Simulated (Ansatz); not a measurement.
This script drives Ansatz's Python interface.

`run_orders.py`
```python
"""Magnetic orders of TiNi compared."""

import warnings

import ansatz as az
import numpy as np
from tabulate import tabulate


def count_gap(report):
    # lowest empty less highest filled band, counting bands; zero where they overlap
    return max(report.get("gap_by_band_count_ev") or 0.0, 0.0)

CELL = [
    (2.988066, 0.0, 0.0),
    (0.0, 2.988066, 0.0),
    (0.0, 0.0, 5.976132),
]
ATOMS = [
    ("Ti", (0.5, 0.5, 0.25)),
    ("Ni", (0.0, 0.0, 0.0)),
    ("Ti", (0.5, 0.5, 0.75)),
    ("Ni", (0.0, 0.0, 0.5)),
]


def ordered(moments):
    crystal = az.Crystal(lattice=az.Lattice.of(CELL))
    for (symbol, position), moment in zip(ATOMS, moments):
        crystal = crystal.atom(symbol, position, moment=moment or None)
    return crystal


def main() -> None:
    warnings.simplefilter("ignore", az.DeckWarning)

    # starting moments in muB, one an atom
    orders = {
        "FM": [0, 1.5, 0, 1.5],
        "AFM": [0, 1.5, 0, -1.5],
    }

    rows = []
    for label, moments in orders.items():
        base = (
            ordered(moments).calculation()
            .accuracy("medium")
            .kpoints(10, 10, 5, center="gamma")
            .mixing("anderson", beta=0.2)
            .occupations("fermi_dirac", width=0.1)
            .functional("pbesol")
            .scf(tolerance=1e-07, max_iterations=80)
            .spin("collinear")
            .band_table()
        )
        report = base.run(threads=1).report
        rows.append((label, report["free_energy_ev"], report["magnetization_mub"], report["absolute_magnetization_mub"], max(abs(m) for m in report["site_moments_mub"]), count_gap(report)))
        print(label, "site moments:", [round(m, 2) for m in report["site_moments_mub"]])

    # the same cell with no spin polarisation
    plain = (
        ordered([0] * len(ATOMS)).calculation()
        .accuracy("medium")
        .kpoints(10, 10, 5, center="gamma")
        .mixing("anderson", beta=0.2)
        .occupations("fermi_dirac", width=0.1)
        .functional("pbesol")
        .scf(tolerance=1e-07, max_iterations=80)
        .band_table()
    )
    report = plain.run(threads=1).report
    rows.append(("NM", report["free_energy_ev"], 0.0, 0.0, 0.0, count_gap(report)))

    lowest = min(row[1] for row in rows)
    rows = [(row[0], 1000 * (row[1] - lowest) / 2, *row[2:]) for row in sorted(rows, key=lambda row: row[1])]
    print(tabulate(rows, headers=["order", "meV/magnetic atom", "net muB", "absolute muB", "largest site muB", "gap by band count eV"], floatfmt=".4f", tablefmt="pipe"))
    print("lowest of these starts:", rows[0][0])


if __name__ == "__main__":
    main()
```

It is started by `python run_orders.py`. How long does it take on 1 thread of Arm Neoverse N1, with other jobs on the host, and how much memory does it need?

It took about 2.3 min, with a peak of 0.62 GiB, for 3 runs of the engine.

Output of `python run_orders.py`:
```text
RunWarning: the starting moments were not kept: the SCF closed with an absolute magnetisation of 2.3e-5 μB, where they sum to 3 μB in size (2 sites). That is at most 0.1 of that sum. Measured as dr2_m measures the in/out step, that magnetisation stands [...]
FM site moments: [0.0, 0.0, 0.0, 0.0]
AFM site moments: [-0.0, 0.0, 0.0, -0.0]
| order   |   meV/magnetic atom |   net muB |   absolute muB |   largest site muB |   gap by band count eV |
|:--------|--------------------:|----------:|---------------:|-------------------:|-----------------------:|
| NM      |              0.0000 |    0.0000 |         0.0000 |             0.0000 |                 0.0000 |
| AFM     |              0.0000 |    0.0000 |         0.0000 |             0.0000 |                 0.0000 |
| FM      |              0.0000 |    0.0000 |         0.0000 |             0.0000 |                 0.0000 |
lowest of these starts: NM
```
(Warnings from the package without file and line, shortened, repeats left out.)

Caveats:
- The settings weren't tested for convergence.
- The SCF didn't keep the moments it started from (some shrank, vanished or turned); what is printed is the state reached.
- The mesh is modest for a metal, so energies can be off by several to tens of meV an atom and pressures by half a GPa or more; differences at equal mesh fare better.
- A gap by band count of zero or less means overlapping bands, a metal.
- This is a high-temperature or high-pressure form, not the ambient phase.
- The structure comes from a database of computed cells and needn't be a stable or known phase.
- Levels are Kohn-Sham eigenvalues on this mesh.
- Each row is the state reached from that start at the given structure, not necessarily the lowest of its order; other orders weren't tried.
- The script silences the warnings on its input, which a real study should read.
